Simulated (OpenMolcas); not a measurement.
**Pd²⁺ among point charges: CASSCF and CASPT2 levels and susceptibility**

How does a field of 6 point charges split the states of Pd²⁺, and what χT follows?

The numbers are computed with OpenMolcas 26.06 (state-averaged CASSCF and CASPT2, spin-orbit coupling by RASSI with atomic mean-field integrals), except any that are marked as measured or tabulated.

### 1 The system

- Species: Pd²⁺ (palladium, Z = 46, 44 electrons)
- Basis: ANO-RCC-VDZP [6s5p3d1f], 43 functions
- Scalar Hamiltonian: DKH2, point nucleus
- Inactive shells: 1s 2s 2p 3s 3p 3d 4s 4p
- Active space: 8 electrons in 5 orbitals (4d)
- Some configurations of this space: 4d⁸
- Orbitals: optimised for each spin and parity, averaged over all roots

Outer shells as boxes (Hund's rule):

4d8
```
4d [↑↓][↑↓][↑↓][↑ ][↑ ]
```

The ion sits among 6 point charges of -0.98 e arranged as a trigonal prism (D3h), 1.89 Å from the ion, with a polar angle of 43.2° against the regular 49.1°.

Each step is its own input file, run in one work folder so that later steps find the files of earlier ones. Labels, J, g values, rates, χT and fits are worked out afterwards by a script from the matrices that RASSI stores.

### 2 GATEWAY and SEWARD: basis and integrals

a.inp

```
&GATEWAY
Coord
1

Pd 0.0 0.0 0.0
Basis=ANO-RCC-VDZP
Group=NoSym
NoMove
AngMom=0.0 0.0 0.0
AMFI
XField
6 Angstrom 0
1.293986 0.000000 1.377570 -0.980000
-0.646993 1.120625 1.377570 -0.980000
-0.646993 -1.120625 1.377570 -0.980000
1.293986 0.000000 -1.377570 -0.980000
-0.646993 1.120625 -1.377570 -0.980000
-0.646993 -1.120625 -1.377570 -0.980000
&SEWARD
```

Started as:

```
OMP_NUM_THREADS=1 MOLCAS_MEM=1689 MOLCAS_PROJECT=a pymolcas a.inp > a.log
```

### 3 Reference wave functions, triplets, 10 roots

a.inp

```
&RASSCF
FileOrb=start.orb
Symmetry=1
Spin=3
nActEl=8 0 0
Inactive=18
Ras2=5
CIRoot=10 10 1
SDav=10
CIMx=300
Iter=120 100
PrWF=0.3
OrbListing=Nothing
MaxOrb=0
>>> COPY $Project.JobIph JOB001
```

start.orb holds the contracted functions of the basis, ordered by shell, or the orbitals of the step before.

### 4 CASSCF: singlets, 15 roots

a.inp

```
&RASSCF
FileOrb=start.orb
Symmetry=1
Spin=1
nActEl=8 0 0
Inactive=18
Ras2=5
CIRoot=15 15 1
SDav=15
CIMx=300
Iter=120 100
PrWF=0.3
OrbListing=Nothing
MaxOrb=0
>>> COPY $Project.JobIph JOB002
```

### 5 State interaction with spin-orbit coupling

a.inp

```
&RASSI
NrOfJobIphs=2 10 15
1 2 3 4 5 6 7 8 9 10
1 2 3 4 5 6 7 8 9 10 11 12 13 14 15
IphNames
JOB001
JOB002
EJob
SpinOrbit
DIPRint=1.0
SOCoupling=1000.0
Subsets=2
Property=9
'ANGMOM' 1 'ANGMOM' 2 'ANGMOM' 3 'MLTPL  1' 1 'MLTPL  1' 2 'MLTPL  1' 3
'AMFI' 1 'AMFI' 2 'AMFI' 3
SOProperty=3
'ANGMOM' 1 'ANGMOM' 2 'ANGMOM' 3
```

### 6 CASPT2: IPEA 0.25, imaginary shift 0.1 (closed shells correlated: 4s 4p)

a.inp

```
>>> COPY JOB001 $Project.JobIph
&CASPT2
Multistate=10 1 2 3 4 5 6 7 8 9 10
NoMult
Frozen=14
IPEA=0.25
Imaginary=0.1
MaxIter=60
WThr=0.0 0.3 0.05
PrWF=0.5
NoMix
>>> COPY JOB002 $Project.JobIph
&CASPT2
Multistate=15 1 2 3 4 5 6 7 8 9 10 11 12 13 14 15
NoMult
Frozen=14
IPEA=0.25
Imaginary=0.1
MaxIter=60
WThr=0.0 0.3 0.05
PrWF=0.5
NoMix
```

(Steps that only read results are left out.)

What does the calculation give? Wanted: spin-free ground state; first state of the same spin within the active space; lowest level; next level.

**Answer**, as computed:

```
                                            quantity                                                                        value
                                              method  SS-CASPT2, IPEA 0.25, imaginary shift 0.1 (closed shells correlated: 4s 4p)
                              spin-free ground state                                              3A2, 1-fold in its orbital part
first state of the same spin within the active space                                                              3E at 4920 cm⁻¹
                                        lowest level                                                                    1-fold A1
                                          next level                                                                   355.3 cm⁻¹
                                         χT at 300 K                                                               2.02 cm³ K/mol
                           effective moment at 300 K                                                                      4.02 μB
```

Cost by method:

| method | time of its own steps | time with the reference |
| --- | --- | --- |
| A. CASSCF | 8 s | 8 s |
| B. SS-CASPT2, IPEA 0.25, imaginary shift 0.1, +4s 4p | 3.5 s | 11 s |

Times are of one thread on a shared host.

The spin-free ground state (3A2) comes to 92 % from free-ion F terms and keeps the highest spin of the shell. χT at 300 K is 2.02, against 1.00 cm³ K/mol for the spin alone, so orbital moment adds to it. CASPT2 does not keep the components of a term degenerate, and the means are used. The field of point charges can differ much from that of real complexes. Point charges carry no covalency, so the field is a model and not that of real ligands.
